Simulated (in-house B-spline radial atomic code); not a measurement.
# Os¹⁴⁺: RPA and G0W0 on different mean-field starts

G0W0 and RPA are one-shot methods. How much does the choice of start matter for Os¹⁴⁺?

The numbers are computed with an in-house B-spline radial atomic code, version 1 (RPA, second order, AC-SOSEX and G0W0 (contour deformation) on a scalar-relativistic mean field, all electrons; no spin-orbit coupling, Breit or QED terms, no two-electron picture change), except any that are marked as measured or tabulated.

## Step 1: The atom as given

| Property | Result |
| --- | --- |
| element | osmium (Z = 76) |
| charge | +14 |
| electrons | 62 |
| configuration | [Kr] 4d10 4f14 5s2 |
| Hamiltonian | scalar-relativistic (spin-free one-electron X2C), finite nucleus |
| starts | Hartree-Fock, PBE, LDA (VWN5), PBEsol, r2SCAN |

Outer shells as boxes (Hund's rule):

Os14+
```
[Kr] core
4d [↑↓][↑↓][↑↓][↑↓][↑↓]
4f [↑↓][↑↓][↑↓][↑↓][↑↓][↑↓][↑↓]
5s [↑↓]
```

## Step 2: Run with the Hartree-Fock start

Settings, as recorded:

```ini
Z = 76
electrons = 62.0
configuration = [Kr] 4d10 4f14 5s2
hamiltonian = x2c
method = hf
lmax = 9
rms_radius = 5.4126
spin_polarised = False
box_radius = 5.25
intervals = 64
```

On the command line:

```
> python run_gw.py task.json out
```

The settings of every run stand in task.json; they run in order.

From the run's result record (rounded, not every field):

```text
{
  "status": "converged",
  "energies [hartree]": {
    "mean_field": -17186.37841,
    "exx_total": -17186.37841,
    "exchange": -330.7111167,
    "rpa": -5.5095353,
    "rpa_summed": -5.3610441,
    "direct_second_order": -6.0985419,
    "second_order_exchange": 1.5700513,
    "sosex": 1.4929989
  },
  "rpa_by_multipole [hartree]": [-1.23299, -1.81865, -0.901602, -0.586016, -0.351648, -0.222114, -0.130376, -0.0697599, -0.0312757, -0.011989, -0.00369925, -0.000808743, -0.000116618],
  "polarisability [bohr^3: independent particles, RPA]": [0.724218, 0.477287],
  "gap [hartree]": 2.252681,
  "levels [hartree]": [
    {"name": "4f", "occ": 1, "e": -12.37671, "sx": -3.757839, "vxc": -3.757839, "sc": 0.0663493, "z": 0.9803117, "qp": -12.31697, "tail": -0.006612156},
    {"name": "5s", "occ": 1, "e": -12.59614, "sx": -1.623326, "vxc": -1.623326, "sc": -0.1189646, "z": 0.9862953, "qp": -12.71725, "tail": -0.002142543},
    {"name": "5p", "occ": 0, "e": -10.12403, "sx": -0.7168472, "vxc": -0.7168472, "sc": -0.0808246, "z": 0.9857403, "qp": -10.2067, "tail": -0.001845865}
  ]
}
```

Run time: 4.7 s. Hardware: 1 thread, shared host.

In the record, exx_total is the Hartree-Fock functional on the start's orbitals, rpa_summed the RPA energy up to lmax and rpa the same with the tail beyond it, gap the smallest same-spin excitation energy of the start. For a level, e is the start's value, sx and sc the exchange and correlation self-energies, vxc the start's own term, z the quasi-particle weight, and qp = e + sx − vxc + sc + tail. Deeper levels of weight under 0.85 meet poles of the self-energy and are not shown.

G0W0 moves 4f up by 1.63 eV, to -335.16 eV.

The largest part of the RPA energy comes from multipole 1 (34 % of the sum).

## Step 3: Run with the PBE start

Changes to the settings of step 2:

```diff
@@ -4,3 +4,3 @@
 hamiltonian = x2c
-method = hf
+method = pbe,pbe
 lmax = 9
```

Main fields:

```text
{
  "status": "converged",
  "energies [hartree]": {
    "mean_field": -17191.10022,
    "exx_total": -17186.3252,
    "exchange": -330.4742169,
    "rpa": -5.8310606,
    "rpa_summed": -5.6804247,
    "direct_second_order": -6.5697291,
    "second_order_exchange": 1.6791338,
    "sosex": 1.5790338
  },
  "rpa_by_multipole [hartree]": [-1.33325, -1.93002, -0.955432, -0.610805, -0.367442, -0.229518, -0.133914, -0.07135, -0.0318418, -0.0121793, -0.00374359, -0.000817064, -0.000117332],
  "polarisability [bohr^3: independent particles, RPA]": [0.964127, 0.571929],
  "gap [hartree]": 1.001555,
  "levels [hartree]": [
    {"name": "4f", "occ": 1, "e": -11.61457, "sx": -3.73818, "vxc": -2.930241, "sc": 0.09552721, "z": 0.9708119, "qp": -12.33361, "tail": -0.006629848},
    {"name": "5s", "occ": 1, "e": -12.39135, "sx": -1.659651, "vxc": -1.432963, "sc": -0.1306477, "z": 0.980047, "qp": -12.75093, "tail": -0.002239667},
    {"name": "5p", "occ": 0, "e": -10.61301, "sx": -0.7661155, "vxc": -1.24782, "sc": -0.1009423, "z": 0.9674426, "qp": -10.23422, "tail": -0.001971271}
  ]
}
```

Wall time 4.9 s (1 thread, shared host).

Highest level 4f: -316.05 eV in the start, -335.61 eV after G0W0, weight 0.97.

## Step 4: Run with the LDA (VWN5) start

Changes to the settings of step 3:

```diff
@@ -4,3 +4,3 @@
 hamiltonian = x2c
-method = pbe,pbe
+method = lda,vwn
 lmax = 9
```

Main fields:

```text
{
  "status": "converged",
  "energies [hartree]": {
    "mean_field": -17180.03513,
    "exx_total": -17186.30274,
    "exchange": -330.3246448,
    "rpa": -5.8379264,
    "rpa_summed": -5.6874159,
    "direct_second_order": -6.5814907,
    "second_order_exchange": 1.6811849,
    "sosex": 1.58043
  },
  "rpa_by_multipole [hartree]": [-1.33837, -1.93127, -0.956181, -0.610824, -0.367524, -0.229444, -0.133845, -0.0712941, -0.0318185, -0.012171, -0.0037395, -0.000815987, -0.000117107],
  "polarisability [bohr^3: independent particles, RPA]": [0.963403, 0.57082],
  "gap [hartree]": 0.9891954,
  "levels [hartree]": [
    {"name": "4f", "occ": 1, "e": -11.63365, "sx": -3.736683, "vxc": -2.938559, "sc": 0.09511923, "z": 0.9708452, "qp": -12.34328, "tail": -0.006623004},
    {"name": "5s", "occ": 1, "e": -12.42343, "sx": -1.6631, "vxc": -1.464492, "sc": -0.1313081, "z": 0.9799052, "qp": -12.7556, "tail": -0.002246093},
    {"name": "5p", "occ": 0, "e": -10.64445, "sx": -0.7712226, "vxc": -1.282761, "sc": -0.1023659, "z": 0.9656797, "qp": -10.23726, "tail": -0.001980597}
  ]
}
```

It took 4.9 s on 1 thread, shared host.

Highest level 4f: -316.57 eV in the start, -335.88 eV after G0W0, weight 0.97.

## Step 5: Run with the PBEsol start

Changes to the settings of step 4:

```diff
@@ -4,3 +4,3 @@
 hamiltonian = x2c
-method = lda,vwn
+method = pbesol
 lmax = 9
```

Main fields:

```text
{
  "status": "converged",
  "energies [hartree]": {
    "mean_field": -17185.73554,
    "exx_total": -17186.319,
    "exchange": -330.4096591,
    "rpa": -5.8335783,
    "rpa_summed": -5.682975,
    "direct_second_order": -6.5738838,
    "second_order_exchange": 1.679829,
    "sosex": 1.5795261
  },
  "rpa_by_multipole [hartree]": [-1.33502, -1.93054, -0.955673, -0.610835, -0.367485, -0.229505, -0.133896, -0.0713347, -0.031836, -0.0121775, -0.00374232, -0.000816734, -0.000117274],
  "polarisability [bohr^3: independent particles, RPA]": [0.961159, 0.570079],
  "gap [hartree]": 1.003569,
  "levels [hartree]": [
    {"name": "4f", "occ": 1, "e": -11.61687, "sx": -3.737932, "vxc": -2.929389, "sc": 0.09529304, "z": 0.9708694, "qp": -12.33675, "tail": -0.006628551},
    {"name": "5s", "occ": 1, "e": -12.39465, "sx": -1.662894, "vxc": -1.438631, "sc": -0.1307738, "z": 0.9800478, "qp": -12.75194, "tail": -0.002245232},
    {"name": "5p", "occ": 0, "e": -10.6133, "sx": -0.7694535, "vxc": -1.251989, "sc": -0.1011075, "z": 0.9674706, "qp": -10.23385, "tail": -0.001979241}
  ]
}
```

Wall time 4.9 s (1 thread, shared host).

G0W0 moves 4f down by 19.6 eV, to -335.70 eV.

## Step 6: Run with the r2SCAN start

Changes to the settings of step 5:

```diff
@@ -4,3 +4,3 @@
 hamiltonian = x2c
-method = pbesol
+method = r2scan
 lmax = 9
```

Main fields:

```text
{
  "status": "converged",
  "energies [hartree]": {
    "mean_field": -17191.06766,
    "exx_total": -17186.34831,
    "exchange": -330.5590977,
    "rpa": -5.7759615,
    "rpa_summed": -5.6266995,
    "direct_second_order": -6.4930303,
    "second_order_exchange": 1.6608167,
    "sosex": 1.5637795
  },
  "rpa_by_multipole [hartree]": [-1.31603, -1.9153, -0.946479, -0.605641, -0.364013, -0.227498, -0.132718, -0.0707385, -0.0315653, -0.0120716, -0.00370968, -0.000809419, -0.000116159],
  "polarisability [bohr^3: independent particles, RPA]": [0.943738, 0.563178],
  "gap [hartree]": 1.057125,
  "levels [hartree]": [
    {"name": "4f", "occ": 1, "e": -11.63841, "sx": -3.742116, "vxc": -2.972168, "sc": 0.09307821, "z": 0.971993, "qp": -12.32185, "tail": -0.006571437},
    {"name": "5s", "occ": 1, "e": -12.38781, "sx": -1.660773, "vxc": -1.437491, "sc": -0.129979, "z": 0.9805901, "qp": -12.74329, "tail": -0.002210403},
    {"name": "5p", "occ": 0, "e": -10.58129, "sx": -0.7659434, "vxc": -1.2226, "sc": -0.09864701, "z": 0.9703679, "qp": -10.22523, "tail": -0.001950938}
  ]
}
```

Run time: 4.1 s. Hardware: 1 thread, shared host.

The 4f level moves from -316.70 to -335.29 eV (weight 0.97).

## Step 7: All runs in one table

| start | level | mean field (eV) | G0W0 (eV) | weight | RPA (hartree) | RPA+SOSEX (hartree) | α, direct RPA (bohr³) | time | miss (eV) |
| --- | --- | --- | --- | --- | --- | --- | --- | --- | --- |
| Hartree-Fock | 4f | -336.79 | -335.16 | 0.980 | -5.50954 | -4.01654 | 0.4773 | 4.7 s | +13.2 |
| PBE | 4f | -316.05 | -335.61 | 0.971 | -5.83106 | -4.25203 | 0.5719 | 4.9 s | +13.6 |
| LDA (VWN5) | 4f | -316.57 | -335.88 | 0.971 | -5.83793 | -4.25750 | 0.5708 | 4.9 s | +13.9 |
| PBEsol | 4f | -316.11 | -335.70 | 0.971 | -5.83358 | -4.25405 | 0.5701 | 4.9 s | +13.7 |
| r2SCAN | 4f | -316.70 | -335.29 | 0.972 | -5.77596 | -4.21218 | 0.5632 | 4.1 s | +13.3 |

The miss is the G0W0 removal energy (the level with its sign changed) less the tabulated theoretical ionisation energy, 322.00 ± 16 eV. Times are single runs on a shared host.

## Step 8: Outcome

| quantity | value |
| --- | --- |
| highest level, mean field (range over the runs) | -336.79 to -316.05 eV |
| highest level, G0W0 (range over the runs) | -335.88 to -335.16 eV |
| RPA correlation energy | -5.838 to -5.510 hartree |
| RPA+SOSEX | -4.2575 to -4.0165 hartree |
| tabulated theoretical ionisation energy (4f shell) | 322.00 ± 16 eV (NIST Atomic Spectra Database, ionization energies) |
| G0W0 removal energy less that value | +13.2 to +13.9 eV |

In words: G0W0 turns a spread of 20.7 eV among the starts into one of 0.72 eV, 3.5 % of it. On the semilocal starts the correction is downwards, 19 to 20 eV, since their self-interaction lifts occupied levels. RPA gives the most correlation on LDA (VWN5) and the least on Hartree-Fock (5.6 % apart); over the runs it loosely follows the gap of the start, as smaller excitation energies give more correlation. All G0W0 removal energies agree with the tabulated theoretical ionisation energy, 322.00 ± 16 eV, within its uncertainty. Read as a removal energy, the bare PBE level is off by -5.95 eV (-1.8 %) and the nearest bare level, r2SCAN's, by -5.30 eV. Spin-orbit coupling, which splits the 4f shell strongly in so heavy an element, is left out.
